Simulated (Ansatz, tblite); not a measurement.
**(I2In-mu-NH2)2 (H4I4In2N2): a ladder of methods and basis sets**

One table from this session's results is given with a row withheld; the runs are named, their logs left out.

Program: Ansatz 0.2.0, Gaussian basis. Level of theory: as each input shows. These are calculated values, not measurements.

Levels to be run: GFN1-xTB, GFN2-xTB, PBE-D4/def2-TZVP, r2SCAN-D4/def2-TZVP, PBE-QIDH/def2-TZVP, r2SCAN0-D4/def2-TZVP, PBE-D4/def2-SVP, PBE0-D4/def2-SVP, MP2/def2-SVP.

5 further runs of the same task are left out: 3 that didn't finish, 2 set aside as unsound or not needed. Runs told in other sessions of the task aren't counted.

## The relaxed structure

The geometry is that of the singlet, from an earlier relaxation (r2SCAN-D4/def2-SVP).

12 atoms, charge 0, spin multiplicity 1.

Bond lengths: In1–I2 2.680 Å, In1–I3 2.680 Å, In1–N4 2.212 Å, In1–N8 2.212 Å, N4–In5 2.212 Å, N4–H9 1.025 Å, N4–H10 1.025 Å, In5–I6 2.680 Å, In5–I7 2.680 Å, In5–N8 2.212 Å, N8–H11 1.025 Å, N8–H12 1.025 Å. Angles: I2–In1–I3 124.8°, I2–In1–N4 110.2°, I2–In1–N8 110.2°, I3–In1–N4 110.2°, I3–In1–N8 110.2°, N4–In1–N8 83.7°, In1–N4–In5 96.3°, In1–N4–H9 113.6°, In1–N4–H10 113.6°, In5–N4–H9 113.6°, In5–N4–H10 113.6°, H9–N4–H10 106.3°, N4–In5–I6 110.2°, N4–In5–I7 110.2°, N4–In5–N8 83.7°, I6–In5–I7 124.8°, I6–In5–N8 110.2°, I7–In5–N8 110.2° and more.

I, In take a core potential in the def2 sets. No spin-orbit coupling is included.

PBE0-D4/def2-TZVP was run before; its log isn't repeated, and its numbers join the tables.

The first run:

Tight binding, by tblite at 300 K electronic temperature and without a spin-polarisation term:

```python
tblite.interface.Calculator('GFN1-xTB', numbers, positions, charge=0, uhf=0).singlepoint()
```

Tight binding, by tblite at 300 K electronic temperature and without a spin-polarisation term:

```python
tblite.interface.Calculator('GFN2-xTB', numbers, positions, charge=0, uhf=0).singlepoint()
```

start.molden holds the orbitals of an earlier run on this state, given as this run's starting guess.

in.yaml reads:

```yaml
crystal:
  periodic: [false, false, false]
  atoms:
    - {symbol: In, position_ang: [-1.452075, -0.160204, -0.762647]}
    - {symbol: I, position_ang: [-2.532045, 2.040716, -1.845230]}
    - {symbol: I, position_ang: [-2.558428, -2.600335, -0.828771]}
    - {symbol: N, position_ang: [-0.697718, 0.280766, 1.269474]}
    - {symbol: In, position_ang: [1.452080, 0.161343, 0.762394]}
    - {symbol: I, position_ang: [2.537354, -2.035807, 1.847397]}
    - {symbol: I, position_ang: [2.553155, 2.603930, 0.824747]}
    - {symbol: N, position_ang: [0.697709, -0.283024, -1.268978]}
    - {symbol: H, position_ang: [-0.984862, 1.198592, 1.622905]}
    - {symbol: H, position_ang: [-0.991390, -0.403918, 1.972859]}
    - {symbol: H, position_ang: [0.992216, 0.399833, -1.973781]}
    - {symbol: H, position_ang: [0.984004, -1.201902, -1.620377]}
basis:
  gaussian: {orbitals: def2-TZVP, initial_orbitals: start.molden}
hamiltonian: {xc: pbe, dispersion: d4}
scf: {omitted_lower_state_checks: [starts]}
output: {orbitals: {seedname: orbitals}}
```

On the command line:

```
$ ansatz run in.yaml --threads 4 --pin off --events-out ev --progress --plain --max-ram 6963MiB
```

Among the steps run: PBE-D4/def2-TZVP; r2SCAN-D4/def2-TZVP; PBE-QIDH/def2-TZVP; r2SCAN0-D4/def2-TZVP; PBE-D4/def2-SVP; PBE0-D4/def2-SVP; MP2/def2-SVP.

One of the session's tables, all rows but one given; the rest of the session is left out.

It belongs to the step «Binding energy». 

```
               level  binding an atom (eV)
         HF/def2-SVP                 1.888
     PBE-D4/def2-SVP                 2.886
    PBE-D4/def2-TZVP                 2.890
 r2SCAN-D4/def2-TZVP                     ?
    PBE0-D4/def2-SVP                 2.837
   PBE0-D4/def2-TZVP                 2.844
r2SCAN0-D4/def2-TZVP                 2.791
        MP2/def2-SVP                 2.721
```

Q: Estimate the row for r2SCAN-D4/def2-TZVP from the others.

**Answer.** binding an atom (eV): 2.841. In the column «binding an atom (eV)» it lies between PBE0-D4/def2-SVP (2.837) and PBE0-D4/def2-TZVP (2.844).

To keep in mind: Free atoms were run apart at each level; binding is atoms less cluster, divided by the number of atoms, without zero-point or spin-orbit terms.
